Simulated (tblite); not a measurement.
# C4H15NOSi3: the cost of one run

Programs: tblite 0.8.0 and PySCF 2.14.0, with density-fitted response routines of our own. Each step states its level of theory. These are calculated values for one molecule in the gas phase, unless marked as measured. Atoms are numbered from 0 throughout.

## (1) The starting structure

24 atoms, charge 0, multiplicity 1; geometry from: force field or distance geometry start.

Bonds of the start (Å): C0–C1 1.53, C1–C2 1.56, C1–C3 1.53, C3–O4 1.24, C1–Si5 1.93, Si5–Si6 2.34, Si6–N7 1.69, N7–Si8 1.69, C0–H9 1.11, C0–H10 1.10, C0–H11 1.10, C2–H12 1.10, C2–H13 1.10, C2–H14 1.08, C3–H15 1.08, Si5–H16 1.49, Si5–H17 1.49, Si6–H18 1.49, Si6–H19 1.49, N7–H20 1.03, Si8–H21 1.48, Si8–H22 1.49, Si8–H23 1.48.

## (2) Relaxing the molecule with GFN2-xTB

What the job is given:

```
{"job": {"kind": "relax", "xc": "GFN2-xTB", "basis": "xTB"}, "charge": 0, "multiplicity": 1}
C     -2.976700     0.644100    -0.611500
C     -1.631200     0.092900    -0.145900
C     -1.878100    -0.894700     1.030100
C     -1.011800    -0.665900    -1.317500
O     -0.273600    -1.648800    -1.170100
Si    -0.432700     1.520800     0.369500
Si     1.702300     0.653200     0.777700
N      2.330200    -0.126900    -0.587000
Si     3.863700    -0.773700    -0.270200
H     -3.505100     1.187100     0.196000
H     -2.872300     1.335300    -1.457100
H     -3.649700    -0.164300    -0.945600
H     -2.550600    -1.707600     0.719300
H     -2.361300    -0.389100     1.873000
H     -0.966800    -1.344100     1.396300
H     -1.207800    -0.257500    -2.302900
H     -0.392400     2.508900    -0.742200
H     -0.978700     2.192200     1.579900
H      2.606100     1.761500     1.178400
H      1.598300    -0.331300     1.892200
H      1.706900    -0.901800    -0.843800
H      3.756400    -1.777900     0.807900
H      4.808600     0.323500     0.092500
H      4.304700    -1.444700    -1.511500
```

Launch:

```sh
$ OMP_NUM_THREADS=1 python probes_run.py task.json out
```

This one command runs all jobs of the session in turn.

**Question.** How long does this first job take on 1 thread of Intel Xeon at 2.50GHz, shared host, and how much memory does it need?

About 4.2 s, with a peak of 0.18 GiB.
